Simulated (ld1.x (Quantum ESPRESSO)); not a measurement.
# Changing the settings of a PAW potential for Cu, part 2 of 2

Aim: generate and test one potential in full, then change one design choice at a time and see what happens to hardness, ghosts and transferability.

ld1.x (Quantum ESPRESSO) 7.5; first potential PBEsol, non-relativistic. Earlier steps stand in the parts before.

## 4. Does it scatter like the atom?

Taken from the files of the generation run. The phase is arctan(r·u′/u) with u = r·R, unwrapped, with energies in Ry. A pole is an energy at which the radial function vanishes at the test radius. The pseudo phase is shifted by a multiple of π to meet the all-electron one at the reference energy. Levels narrower than the energy grid can be missing from the poles. Left out: p, where the overlap operator is not positive , so their phases aren't trusted. The last column is the largest difference on the grid between −1 and +1 Ry.

```tsv
channel	radius (bohr)	reference (Ry)	poles AE	poles PS	window around the reference with phases within 0.05 rad (Ry)	largest difference near zero (rad)
s	2.20	-0.36	2.77	2.77	the whole range	0.000
d	2.20	-0.43	-0.22	-0.22	the whole range	0.000
```

Phases (rad) along the scan:

| E (Ry) | s AE | s PS | d AE | d PS |
| --- | --- | --- | --- | --- |
| -7.00 | 1.388 | 1.386 | 1.404 | 1.404 |
| -6.48 | 1.379 | 1.377 | 1.398 | 1.398 |
| -5.96 | 1.368 | 1.367 | 1.391 | 1.391 |
| -5.44 | 1.356 | 1.355 | 1.383 | 1.383 |
| -4.92 | 1.342 | 1.341 | 1.374 | 1.374 |
| -4.40 | 1.325 | 1.325 | 1.363 | 1.363 |
| -3.88 | 1.304 | 1.303 | 1.351 | 1.351 |
| -3.36 | 1.277 | 1.276 | 1.335 | 1.335 |
| -2.84 | 1.240 | 1.240 | 1.316 | 1.316 |
| -2.32 | 1.188 | 1.187 | 1.290 | 1.290 |
| -1.80 | 1.106 | 1.106 | 1.251 | 1.251 |
| -1.28 | 0.961 | 0.961 | 1.178 | 1.178 |
| -0.76 | 0.653 | 0.653 | 0.891 | 0.891 |
| -0.24 | -0.059 | -0.059 | -1.550 | -1.550 |
| 0.28 | -0.848 | -0.848 | -1.820 | -1.820 |
| 0.80 | -1.210 | -1.210 | -1.945 | -1.945 |
| 1.32 | -1.377 | -1.377 | -2.095 | -2.095 |
| 1.84 | -1.470 | -1.471 | -2.365 | -2.365 |
| 2.36 | -1.533 | -1.533 | -2.953 | -2.953 |
| 2.88 | -1.580 | -1.580 | -3.770 | -3.770 |
| 3.40 | -1.619 | -1.620 | -4.220 | -4.220 |
| 3.92 | -1.655 | -1.657 | -4.426 | -4.426 |
| 4.44 | -1.691 | -1.695 | -4.538 | -4.538 |
| 4.96 | -1.731 | -1.739 | -4.609 | -4.609 |

## 5. Plane-wave convergence, by spherical Bessel functions

A separate test, outside the generator: the pseudo-atom's Hamiltonian at the reference potential is diagonalised in spherical Bessel functions j_l(qr) that vanish at 20 bohr, with q² up to the cutoff.

No cutoffs are read. The overlap operator is not positive in p (lowest eigenvalue -4.538), so the test is not defined there. Ghost test: ghost state, bound below the all-electron valence or empty levels of the same l: s at -136.1 eV (p not tested).

## 6. Now with local potential all-electron potential smoothed inside 2.18 bohr (lloc = -2)

The input, Cu.in:

```
 &input
   title='Cu', zed=29., rel=0, dft='PBESOL', iswitch=3,
   config='[Ar] 3d10 4s0.75 4p0.25',
   nld=3, rlderiv=2.35, eminld=-7.0, emaxld=5.0, deld=0.02
 /
 &inputp
   pseudotype=3, lpaw=.true., tm=.true., lloc=-2, rcloc=2.18,
   nlcc=.true., new_core_ps=.true., rcore=0.80,
   which_augfun='PSQ', rmatch_augfun=0.75,
   file_pseudopw='Cu.UPF', file_wfcaegen='ae.wfc', file_wfcncgen='nc.wfc', file_beta='beta', file_chi='chi', file_wfcusgen='us.wfc'
 /
6
4S  1  0   0.75   0.00  1.70  2.00  0.0
4S  1  0   0.00   0.65  1.70  2.00  0.0
3P  2  1   6.00   0.00  1.05  1.20  0.0
4P  3  1   0.25   0.00  1.05  1.20  0.0
3D  3  2  10.00   0.00  0.65  0.85  0.0
3D  3  2   0.00   0.95  0.65  0.85  0.0
 &test
   configts(1)='3p6 3d10 4s0.75 4p0.25'
 /
```

On the command line:

```console
$ ld1.x < Cu.in > Cu.out
```

What the program wrote to Cu.out (without the banner and most projector matrices):

```text
     Program LD1 v.7.5
     [... all-electron run as in step 2 ...]


     --------------------- Generating PAW atomic setup --------------------

      Generating local potential from pseudized AE potential:
      Matching radius rcloc =   2.1800
      Enforcing V''(0)=0 (lloc=-2)

      Local pseudo, rcloc= 2.187 Estimated cut-off energy=     6.68 Ry

      Computing core charge for nlcc:

       r > 0.80 : true rho core
      Core charge pseudized with two Bessel functions
      Integrated core pseudo-charge :   2.81
      Wfc-us  4S rcutus= 1.979  Estimated cut-off energy=    10.88 Ry
      Wfc-us  4S rcutus= 1.979  Estimated cut-off energy=    12.31 Ry
      Wfc-us  3P rcutus= 1.200  Estimated cut-off energy=    58.04 Ry
      Wfc-us  4P rcutus= 1.200  Estimated cut-off energy=   106.71 Ry
      Wfc-us  3D rcutus= 0.846  Estimated cut-off energy=   158.10 Ry
      Wfc-us  3D rcutus= 0.846  Estimated cut-off energy=   163.20 Ry

     Required augmentation: PSQ   radius:    0.750000

     Q pseudized with Bessel functions
     Expected ecutrho=     699.7659 due to l1=  2   l2=  2

     Estimated PAW energy = -393.788670 Ryd

     The PAW screened D coefficients
     0.24595     0.29577     0.00000     0.00000     0.00000     0.00000
     0.29577     0.35520     0.00000     0.00000     0.00000     0.00000
     0.00000     0.00000    -9.99517    -1.34711     0.00000     0.00000
     0.00000     0.00000    -1.34711    -0.38280     0.00000     0.00000
     0.00000     0.00000     0.00000     0.00000   -10.23707    -6.99651
     0.00000     0.00000     0.00000     0.00000    -6.99651    -4.90168

     The PAW descreened D coefficients (US)
     0.21905     0.24893     0.00000     0.00000     0.00000     0.00000
     0.24893     0.28287     0.00000     0.00000     0.00000     0.00000
     0.00000     0.00000    -9.29641    -1.36090     0.00000     0.00000
     0.00000     0.00000    -1.36090    -0.40398     0.00000     0.00000
     0.00000     0.00000     0.00000     0.00000    -9.73781    -6.61513
     0.00000     0.00000     0.00000     0.00000    -6.61513    -4.61080

     ------------------- End of pseudopotential generation -------------------

     [... all-electron run as in step 2 ...]


     Computing logarithmic derivative in   2.34310
     Computing logarithmic derivative in   2.34310
     Computing the partial wave expansion
     R is outside the sphere for l=    0 j= 0.00
     R is outside the sphere for l=    0 j= 0.00
     R is outside the sphere for l=    1 j= 0.00
     R is outside the sphere for l=    1 j= 0.00
     R is outside the sphere for l=    2 j= 0.00
     R is outside the sphere for l=    2 j= 0.00

     ---------------------- Testing the pseudopotential ----------------------

     Cu

     atomic number is 29.00   valence charge is 17.00
     dft = SLA  PW   PSX  PSC   lsd =0 sic =0 latt =0  beta=0.20 tr2=1.0E-14
     mesh =1199 r(mesh) = 100.25372 xmin = -7.00 dx = 0.01250

     n l     nl             e AE (Ry)        e PS (Ry)    De AE-PS (Ry)
     2 1     3P   1( 6.00)       -5.25901       -5.25899       -0.00001
     3 2     3D   1(10.00)       -0.42772       -0.42771       -0.00001
     1 0     4S   1( 0.75)       -0.35612       -0.35611       -0.00000
     3 1     4P   1( 0.25)       -0.07077       -0.07076       -0.00000

     eps = 2.0E-15  iter =  6

     Etot =   -3277.854948 Ry,   -1638.927474 Ha,  -44597.488529 eV
     Etotps =  -393.788668 Ry,    -196.894334 Ha,   -5357.767774 eV

     Ekin =     368.258202 Ry,     184.129101 Ha,    5010.408081 eV
     Encl =    -904.609565 Ry,    -452.304783 Ha,  -12307.840140 eV
     Ehrt =     273.662775 Ry,     136.831388 Ha,    3723.371738 eV
     Ecxc =    -131.100080 Ry,     -65.550040 Ha,   -1783.707452 eV
     (Ecc =      -4.398045 Ry,      -2.199023 Ha,     -59.838451 eV)

     ---------------------- End of pseudopotential test ----------------------
```

It took 2.5 s on 1 thread, shared host. This counts the later configuration tests of the new file too.

The new file went through the configuration test as well (its log is not shown).

5 tests gave no usable energy difference (3p6 3d9 4s0 4p0; 3p6 3d10 4s0.5 4p0; 3p5 3d10 4s1 4p0; 3p6 3d7 4s0 4p0; others); the test run stopped with "negative rho".

Energies count from the reference configuration 3p6 3d10 4s0.75 4p0.25; the error is all-electron less pseudo.

| valence configuration | charge | ΔE all-electron (eV) | error AE − PS (meV) |
| --- | --- | --- | --- |
| 3p6 3d10 4s1 4p0 | 0 | -0.957 | 0.0 |
| 3p6 3d10 4s0 4p0 | +1 | 6.904 | -1.3 |

With this change the loose cutoff is 200 Ry, the largest error in the tests that it solved is -1.3 meV (3p6 3d10 4s0 4p0), the bound ghost is gone and the overlap operator is now positive definite.

## 7. Changed: core correction none (was Bessel-smoothed model core inside 0.80 bohr)

Cu.in, as its differences from that of step 6:

```diff
@@ -3,7 +3,7 @@
    config='[Ar] 3d10 4s0.75 4p0.25',
-   nld=3, rlderiv=2.35, eminld=-7.0, emaxld=5.0, deld=0.02
+   nld=3, rlderiv=2.20, eminld=-7.0, emaxld=5.0, deld=0.02
  /
  &inputp
-   pseudotype=3, lpaw=.true., tm=.true., lloc=-2, rcloc=2.18,
-   nlcc=.true., new_core_ps=.true., rcore=0.80,
+   pseudotype=3, lpaw=.true., tm=.true., lloc=-2, rcloc=0.80,
+   nlcc=.false.,
    which_augfun='PSQ', rmatch_augfun=0.75,
```

On the command line:

```console
$ ld1.x < Cu.in > Cu.out
```

Output in Cu.out (without the banner and most projector matrices):

```text
     Program LD1 v.7.5
     [... all-electron run as in step 2 ...]


     --------------------- Generating PAW atomic setup --------------------

      Generating local potential from pseudized AE potential:
      Matching radius rcloc =   0.8000
      Enforcing V''(0)=0 (lloc=-2)

      Local pseudo, rcloc= 0.805 Estimated cut-off energy=    48.56 Ry

      Computing core charge for PAW:

       r > 0.33 : true rho core
       r < 0.33 : rho core = a sin(br)/r    a=  71.25  b=   7.80

      Integrated core pseudo-charge :   6.05
      Wfc-us  4S rcutus= 1.979  Estimated cut-off energy=    10.88 Ry
      Wfc-us  4S rcutus= 1.979  Estimated cut-off energy=    12.31 Ry
      Wfc-us  3P rcutus= 1.200  Estimated cut-off energy=    58.04 Ry
      Wfc-us  4P rcutus= 1.200  Estimated cut-off energy=   106.71 Ry
      Wfc-us  3D rcutus= 0.846  Estimated cut-off energy=   158.10 Ry
      Wfc-us  3D rcutus= 0.846  Estimated cut-off energy=   163.20 Ry

     Required augmentation: PSQ   radius:    0.750000

     Q pseudized with Bessel functions
     Expected ecutrho=     699.7659 due to l1=  2   l2=  2

     Estimated PAW energy = -393.788593 Ryd

     The PAW screened D coefficients
     0.62164     0.76856     0.00000     0.00000     0.00000     0.00000
     0.76856     0.95192     0.00000     0.00000     0.00000     0.00000
     0.00000     0.00000    -1.75447     0.14276     0.00000     0.00000
     0.00000     0.00000     0.14276    -0.01841     0.00000     0.00000
     0.00000     0.00000     0.00000     0.00000    -3.22498    -2.33640
     0.00000     0.00000     0.00000     0.00000    -2.33640    -1.68607

     The PAW descreened D coefficients (US)
     0.75582     0.85779     0.00000     0.00000     0.00000     0.00000
     0.85779     0.97626     0.00000     0.00000     0.00000     0.00000
     0.00000     0.00000     3.00075    -0.17754     0.00000     0.00000
     0.00000     0.00000    -0.17754    -0.25528     0.00000     0.00000
     0.00000     0.00000     0.00000     0.00000     0.12893     0.22940
     0.00000     0.00000     0.00000     0.00000     0.22940     0.27735

     ------------------- End of pseudopotential generation -------------------

     [... all-electron run as in step 2 ...]


     Computing logarithmic derivative in   2.20114
     Computing logarithmic derivative in   2.20114
     Computing the partial wave expansion
     R is outside the sphere for l=    0 j= 0.00
     R is outside the sphere for l=    0 j= 0.00
     R is outside the sphere for l=    1 j= 0.00
     R is outside the sphere for l=    1 j= 0.00
     R is outside the sphere for l=    2 j= 0.00
     R is outside the sphere for l=    2 j= 0.00

     ---------------------- Testing the pseudopotential ----------------------

     Cu

     atomic number is 29.00   valence charge is 17.00
     dft = SLA  PW   PSX  PSC   lsd =0 sic =0 latt =0  beta=0.20 tr2=1.0E-14
     mesh =1199 r(mesh) = 100.25372 xmin = -7.00 dx = 0.01250

     n l     nl             e AE (Ry)        e PS (Ry)    De AE-PS (Ry)
     2 1     3P   1( 6.00)       -5.25901       -5.25898       -0.00002
     3 2     3D   1(10.00)       -0.42772       -0.42771       -0.00002
     1 0     4S   1( 0.75)       -0.35612       -0.35611       -0.00001
     3 1     4P   1( 0.25)       -0.07077       -0.07076       -0.00000

     eps = 2.3E-15  iter = 11

     Etot =   -3277.854948 Ry,   -1638.927474 Ha,  -44597.488529 eV
     Etotps =  -393.788542 Ry,    -196.894271 Ha,   -5357.766052 eV

     Ekin =     368.261110 Ry,     184.130555 Ha,    5010.447656 eV
     Encl =    -904.612462 Ry,    -452.306231 Ha,  -12307.879547 eV
     Ehrt =     273.662864 Ry,     136.831432 Ha,    3723.372949 eV
     Ecxc =    -131.100055 Ry,     -65.550027 Ha,   -1783.707110 eV

     ---------------------- End of pseudopotential test ----------------------
```

Wall time 3.9 s (1 thread, shared host). (Generation and the later configuration tests together.)

The new file went through the configuration test as well (its log is not shown).

Excitation and ionisation energies from 3p6 3d10 4s0.75 4p0.25, with the error of the potential. A star marks tests that logged a warning.

```csv
valence configuration,charge,ΔE all-electron (eV),error AE − PS (meV)
3p6 3d10 4s1 4p0,0,-0.957,0.0
3p6 3d10 4s0 4p0,+1,6.904,+1.4
3p6 3d9 4s0 4p0,+2,28.367,+0.6
3p6 3d10 4s0.5 4p0,+0.5,2.093,+0.2
3p5 3d10 4s1 4p0,+1,77.475,+82
3p6 3d7 4s0 4p0 *,+4,127.677,+15
3p6 3d8 4s0 4p0,+3,67.628,+6.0
```

Compared with the first run, the largest test error goes from +84 to +82 meV, a bound ghost remains (s) and the overlap operator is still not positive definite. The cutoff and ghost tests hold the potential at its reference, so a core or compensation setting can't move them.

## 8. Comparison

What follows sums up all 2 parts.

Cutoffs, loose and tight: the cutoffs (Ry, on a coarse ladder) from which the occupation-weighted sum of valence levels, in a spherical-Bessel basis at the reference potential, stays within 10 and 1 mRy of its value at 400 Ry; empty and scattering waves don't count. Test errors are all-electron less pseudo; runs with another core, reference, functional or relativity have tests of their own. The phase difference is the largest within 1 Ry of zero, over the channels with partial waves. A dash means not determined. 6 further runs were made in the same way; their inputs and logs are not shown.

| change | outcome | cutoff, loose | cutoff, tight | bound ghosts | largest test error (meV) | phase difference near zero (rad) | lowest overlap eigenvalue (Bessel basis) |
| --- | --- | --- | --- | --- | --- | --- | --- |
| first potential | generated, overlap not positive | – | – | s (p not tested) | +84 | 0.000 | -4.538 |
| local potential all-electron potential smoothed inside 2.18 bohr (lloc = -2) | generated | 200 Ry | over 300 Ry | none | -1.3 (5 tests unsolved) | 0.002 | 0.225 |
| core correction none (was Bessel-smoothed model core inside 0.80 bohr) | generated, overlap not positive | – | – | s (p not tested) | +82 | 0.000 | -4.538 |
| scalar-relativistic | generated, overlap not positive | – | – | s (p not tested) | -153 | 0.001 | -1.546 |
| waves 3d channel at 2.44 Ry: rcut 0.65, rcutus 0.85 bohr | generated, overlap not positive | – | – | s (p not tested) | +85 | 0.000 | -4.538 |
| all radii scaled by 1.11 (s 2.22, p 1.34, d 0.94 bohr); local potential all-electron potential smoothed inside 0.90 bohr (lloc = -2); augmentation PSQ, radius 0.84 bohr | generated | 180 Ry | 260 Ry | s | -261 | 0.003 | 0.114 |
| waves 3p (bound): rcut 1.05, rcutus 1.42 bohr; 4p (bound): rcut 1.05, rcutus 1.42 bohr | generated, overlap not positive | – | – | s (p not tested) | -1038 | 0.000 | -6.170 |
| functional LDA (PZ) | generated, overlap not positive | – | – | s (p not tested) | -100 | 0.000 | -2.747 |
| core [Ar], valence charge 11; reference 3d10 4s0 4p1; waves now 4s (bound, empty): rcut 1.15, rcutus 1.60 bohr; 4s channel at 0.65 Ry: rcut 1.15, rcutus 1.60 bohr; 4p (bound): rcut 2.80, rcutus 3.35 bohr; 4p channel at 4.7 Ry: rcut 2.80, rcutus 3.35 bohr; 3d (bound): rcut 0.65, rcutus 0.80 bohr; 3d channel at 0.95 Ry: rcut 0.65, rcutus 0.80 bohr; local potential all-electron potential smoothed inside 1.15 bohr (lloc = -1); core correction Bessel-smoothed model core inside 0.75 bohr (was Bessel-smoothed model core inside 0.80 bohr); augmentation PSQ, radius 0.50 bohr | failed: new_paw_hamiltonian: negative rho | – | – | – | – | – | – |

**Reading.** The softest is the variant "all radii scaled by 1.11 (s 2.22, p 1.34, d 0.94 bohr); local potential …", at 180 Ry, though it has a bound ghost; the highest cutoff read, 200 Ry, costs 1.2 times the plane waves. The first potential's overlap operator isn't positive, which rules it out; the variant "local potential all-electron potential smoothed inside 2.18 bohr (lloc = -2)" cures that. 7 of the 8 potentials written have a bound ghost. 1 of the changes stops the generator.

The first potential by itself. It has a bound ghost (s), a state that the atom doesn't have, and that rules the file out. The overlap operator is not positive definite in p, so a plane-wave run would break down once the basis is large enough. By total energies transferability is fair: the largest error is 84 meV on 77.5 eV, for 3p5 3d10 4s1 4p0. That test lies far up in energy; among those under 40 eV, nearer to bonding, the largest error is 1.9 meV. Freezing the core alone would shift it much less, so the error comes from the pseudisation.
